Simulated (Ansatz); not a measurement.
# SbBr: the cost of one run

Computed with Ansatz 0.2.0 (DFT PBE, scalar-relativistic, plane waves, PAW, unless a step's input says otherwise).

1 further run of the same task is left out (set aside as unsound or not needed). Runs told in other sessions of the task aren't counted.

## (1) Starting point

It takes space group P6_3/mmc (No. 194, hexagonal). Conventional cell: a = 3.525 Å, b = 3.525 Å, c = 9.982 Å, α = 90.00°, β = 90.00°, γ = 120.00°. Around Sb (site symmetry -6m2) lie 6 Br at 3.22 Å and 6 Sb at 3.53 Å. Br (site symmetry -3m) is surrounded by 6 Sb at 3.22 Å.

Structure file:

```xyz
4
Lattice="3.5253 0.0000 0.0000 -1.7627 3.0530 0.0000 0.0000 0.0000 9.9817" Properties=species:S:1:pos:R:3 pbc="T T T"
Sb    0.0000    2.0354    2.4954
Sb    1.7627    1.0177    7.4863
Br    0.0000    0.0000    0.0000
Br    0.0000    0.0000    4.9909
```

It is the end of an earlier relaxation with the same method, from a database cell with other species swapped in; it needn't be the stable form of this composition. At a tolerance of 0.05 Å it has space group P6_3/mmc (No. 194); it has 26.86 Å³/atom, an uncorrected energy of +0.06 eV/atom over the elements.

## (2) Static run: bands, density of states and charges

The input, input.yaml:

```yaml
crystal:
  lattice:
    - [3.5253406936, 0.0, 0.0]
    - [-1.7626703468, 3.0530345976, 0.0]
    - [0.0, 0.0, 9.9817105237]
  atoms:
    - { symbol: Sb, position: [0.3333333333, 0.6666666667, 0.25] }
    - { symbol: Sb, position: [0.6666666667, 0.3333333333, 0.75] }
    - { symbol: Br, position: [0.0, 0.0, 0.0] }
    - { symbol: Br, position: [0.0, 0.0, 0.5] }
basis:
  ecutwfc: 420
kpoints:
  mp_grid: { grid: [18, 18, 6] }
  band_path:
    path:
      - [[0.0, 0.0, 0.0], [0.5, 0.0, 0.0], [0.33333333, 0.33333333, 0.0], [0.0, 0.0, 0.0], [0.0, 0.0, 0.5], [0.5, 0.0, 0.5], [0.33333333, 0.33333333, 0.5], [0.0, 0.0, 0.5]]
      - [[0.5, 0.0, 0.5], [0.5, 0.0, 0.0]]
      - [[0.33333333, 0.33333333, 0.5], [0.33333333, 0.33333333, 0.0]]
    npoints: 14
hamiltonian:
  xc: pbe
scf:
  occupations: { method: gaussian, width: 0.1 }
  n_extra_bands: 10
output:
  forces: true
  stress: true
  eigenvalues: true
  populations: true
  dos: { projected: true, de: 0.02, nscf_kmesh: { grid: [22, 22, 8] } }
  bader: true
  write_density: true
  write_potential: true
  elf: true
  volumetric_format: npy
```

Launch:

```console
$ ansatz run input.yaml --threads 1 --pin off --max-ram 2560MiB --backend cpu --events-out ev --progress --plain --runs-dir out
```

What time and memory should one allow on 1 thread of AMD EPYC, shared host?

About 3.6 min, with a peak of 0.84 GiB.
